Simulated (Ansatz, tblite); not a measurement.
# The cluster SnSe4: one state, many levels

How do method and basis change the picture of the cluster SnSe4 (singlet)?

The runs use Ansatz 0.2.0, Gaussian basis; as each input shows.

Levels to be run: GFN1-xTB, GFN2-xTB, PBE-D4/def2-TZVP, r2SCAN-D4/def2-TZVP, ωB97X-V/def2-TZVP, PBE-QIDH/def2-TZVP, LC-ωPBE/def2-TZVP, PBE-D4/def2-SVP, PBE0-D4/def2-SVP, CCSD(T)/def2-SVP, MP2/def2-TZVP.

7 further runs of the same task are left out: 7 set aside as unsound or not needed. Runs told in other sessions of the task aren't counted.

## 1. The geometry

The geometry is that of the singlet, from an earlier relaxation (PBE-D4/def2-SVP). At that level it is the lowest of the isomers that a small search found.

5 atoms, charge 0, spin multiplicity 1.

Bond lengths: Sn1–Se2 2.719 Å, Sn1–Se3 2.874 Å, Sn1–Se4 2.700 Å, Se2–Se5 2.363 Å, Se3–Se4 2.366 Å, Se3–Se5 2.417 Å. Angles: Se2–Sn1–Se3 80.7°, Se2–Sn1–Se4 98.9°, Se3–Sn1–Se4 50.1°, Sn1–Se2–Se5 92.7°, Sn1–Se3–Se4 61.1°, Sn1–Se3–Se5 87.9°, Se4–Se3–Se5 105.0°, Sn1–Se4–Se3 68.8°, Se2–Se5–Se3 98.6°.

Sn takes a core potential in the def2 sets. No spin-orbit coupling is included.

PBE0-D4/def2-TZVP was run before; its log isn't repeated, and its numbers join the tables.

## 2. GFN1-xTB

Tight binding, by tblite at 300 K electronic temperature and without a spin-polarisation term:

```python
tblite.interface.Calculator('GFN1-xTB', numbers, positions, charge=0, uhf=0).singlepoint()
```

Energy -434.9038 eV, HOMO -9.11 eV, LUMO -6.89 eV; 0.005 s.

## 3. GFN2-xTB

Tight binding, by tblite at 300 K electronic temperature and without a spin-polarisation term:

```python
tblite.interface.Calculator('GFN2-xTB', numbers, positions, charge=0, uhf=0).singlepoint()
```

Energy -407.7749 eV, HOMO -10.38 eV, LUMO -8.48 eV; 0.009 s.

## 4. PBE-D4/def2-TZVP

start.molden holds the orbitals of an earlier run on this state, given as this run's starting guess.

The input, in.yaml:

```yaml
crystal:
  periodic: [false, false, false]
  atoms:
    - {symbol: Sn, position_ang: [-0.112233, -1.502930, -1.054883]}
    - {symbol: Se, position_ang: [2.129191, -0.396283, 0.014316]}
    - {symbol: Se, position_ang: [-1.157464, 1.083084, -0.363372]}
    - {symbol: Se, position_ang: [-1.878489, -0.806350, 0.864136]}
    - {symbol: Se, position_ang: [1.018995, 1.622489, 0.539813]}
basis:
  gaussian: {orbitals: def2-TZVP, initial_orbitals: start.molden}
hamiltonian: {xc: pbe, dispersion: d4}
scf: {omitted_lower_state_checks: [starts]}
output: {forces: true, orbitals: {seedname: orbitals}}
```

Run with:

```bash
> ansatz run in.yaml --threads 4 --pin off --events-out ev --progress --plain --max-ram 4787MiB
```

After this run come: r2SCAN-D4/def2-TZVP; ωB97X-V/def2-TZVP; PBE-QIDH/def2-TZVP; LC-ωPBE/def2-TZVP; PBE-D4/def2-SVP; PBE0-D4/def2-SVP; CCSD(T)/def2-SVP; MP2/def2-TZVP.

**Question.** What will the summary of the whole plan be? Wanted: gap in def2-TZVP, named functionals, smallest and largest; correlation energy, CCSD(T)/def2-SVP; correlation energy, MP2/def2-TZVP; binding an atom, CCSD(T)/def2-SVP; PBE0 total energy, smallest basis above largest.

As calculated:

```
                                                 quantity                                value
gap in def2-TZVP, named functionals, smallest and largest  1.59 eV (PBE-D4), 7.59 eV (LC-ωPBE)
                     correlation energy, CCSD(T)/def2-SVP                            -28.90 eV
                        correlation energy, MP2/def2-TZVP                            -37.52 eV
                        binding an atom, CCSD(T)/def2-SVP                             2.026 eV
          PBE0 total energy, smallest basis above largest       32.33 eV (def2-SVP, def2-TZVP)
```

**Reading.** Orbital gaps of the named functionals in def2-TZVP span 1.59 eV (PBE-D4) to 7.59 eV (LC-ωPBE); exact exchange widens it. The functionals in def2-TZVP miss CCSD(T)/def2-SVP by +0.179 (LC-ωPBE) to +0.717 eV (PBE-D4) an atom. The yardstick is in a double-zeta basis, so levels in larger sets aren't compared like for like. CCSD(T)/def2-SVP isn't at the basis-set limit; small misses against it rank nothing.
